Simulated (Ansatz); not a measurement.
# C8H8O: basis-set convergence

An exercise on one series of results from a longer session: the logs are not shown, and one member is left open.

Computed with Ansatz 0.2.0, Gaussian basis. Level: one geometry, several basis sets.

Plan: PBE0-D4/def2-SVP; ωB97M-V/def2-SVP; PBE0-D4/def2-QZVPP; ωB97M-V/def2-QZVPP; the functionals' def2-TZVPP values are taken from earlier runs.

## The relaxed structure

The geometry comes from an earlier relaxation with PBE0-D4 in a triple-zeta def2 set; it is a stationary point, not always the lowest conformer.

SMILES `c1ccc2c(c1)CCO2`, 17 atoms, charge 0, spin multiplicity 1.

Atoms are counted from 1 here; the program's logs count them from 0.

Bond lengths: C1–C2 1.388 Å, C1–C6 1.392 Å, C1–H10 1.083 Å, C2–C3 1.391 Å, C2–H11 1.084 Å, C3–C4 1.381 Å, C3–H12 1.083 Å, C4–C5 1.389 Å, C4–O9 1.355 Å, C5–C6 1.380 Å, C5–C7 1.501 Å, C6–H13 1.085 Å, C7–C8 1.533 Å, C7–H14 1.095 Å, C7–H15 1.091 Å, C8–O9 1.437 Å, C8–H16 1.090 Å, C8–H17 1.095 Å. Angles: C2–C1–C6 120.3°, C2–C1–H10 119.8°, C6–C1–H10 119.9°, C1–C2–C3 121.3°, C1–C2–H11 119.5°, C3–C2–H11 119.1°, C2–C3–C4 117.3°, C2–C3–H12 121.8°, C4–C3–H12 120.9°, C3–C4–C5 122.2°, C3–C4–O9 124.6°, C5–C4–O9 113.2°, C4–C5–C6 119.9°, C4–C5–C7 107.7°, C6–C5–C7 132.4°, C1–C6–C5 119.0°, C1–C6–H13 120.3°, C5–C6–H13 120.7° and more.

Set-up of the first run:

The input, in.yaml:

```yaml
crystal:
  periodic: [false, false, false]
  atoms:
    - {symbol: C, position_ang: [1.634588, 0.656786, -1.487347]}
    - {symbol: C, position_ang: [2.244718, -0.344363, -0.743740]}
    - {symbol: C, position_ang: [1.560262, -1.016232, 0.263212]}
    - {symbol: C, position_ang: [0.248945, -0.647720, 0.493269]}
    - {symbol: C, position_ang: [-0.380763, 0.347152, -0.243326]}
    - {symbol: C, position_ang: [0.309218, 1.005185, -1.240776]}
    - {symbol: C, position_ang: [-1.802369, 0.434517, 0.229999]}
    - {symbol: C, position_ang: [-1.737120, -0.399276, 1.515226]}
    - {symbol: O, position_ang: [-0.554973, -1.210674, 1.427254]}
    - {symbol: H, position_ang: [2.191939, 1.168121, -2.262887]}
    - {symbol: H, position_ang: [3.277040, -0.606626, -0.945774]}
    - {symbol: H, position_ang: [2.029843, -1.795139, 0.850796]}
    - {symbol: H, position_ang: [-0.171101, 1.781871, -1.826253]}
    - {symbol: H, position_ang: [-2.485034, -0.004976, -0.504808]}
    - {symbol: H, position_ang: [-2.136922, 1.455201, 0.423290]}
    - {symbol: H, position_ang: [-2.587981, -1.065629, 1.654135]}
    - {symbol: H, position_ang: [-1.640310, 0.241781, 2.397750]}
basis:
  gaussian: {orbitals: def2-SVP}
hamiltonian: {xc: pbe0, dispersion: d4}
output: {orbitals: {seedname: orbitals}}
```

On the command line:

```
ansatz run in.yaml --threads 2 --pin off --events-out ev --progress --plain --max-ram 32768MiB --backend cpu
```

Steps of the session up to this table: PBE0-D4 in def2-SVP; ωB97M-V in def2-SVP; PBE0-D4 in def2-QZVPP; ωB97M-V in def2-QZVPP.

One table of the session follows, with a row left open; its other results are not shown here.

It belongs to the step «Functionals by basis». 

```
functional       basis  HOMO (eV)  LUMO (eV)
   PBE0-D4    def2-SVP      -6.14      -0.10
   PBE0-D4  def2-TZVPP      -6.17      -0.23
   PBE0-D4  def2-QZVPP          ?          ?
   ωB97M-V    def2-SVP      -8.20       1.94
   ωB97M-V  def2-TZVPP      -8.25       1.74
   ωB97M-V  def2-QZVPP      -8.27       1.59
```

**Question.** Estimate the row for PBE0-D4, def2-QZVPP.

The run gave: HOMO (eV): -6.20; LUMO (eV): -0.29. In the column «HOMO (eV)» it lies between ωB97M-V, def2-SVP (-8.20) and PBE0-D4, def2-TZVPP (-6.17).
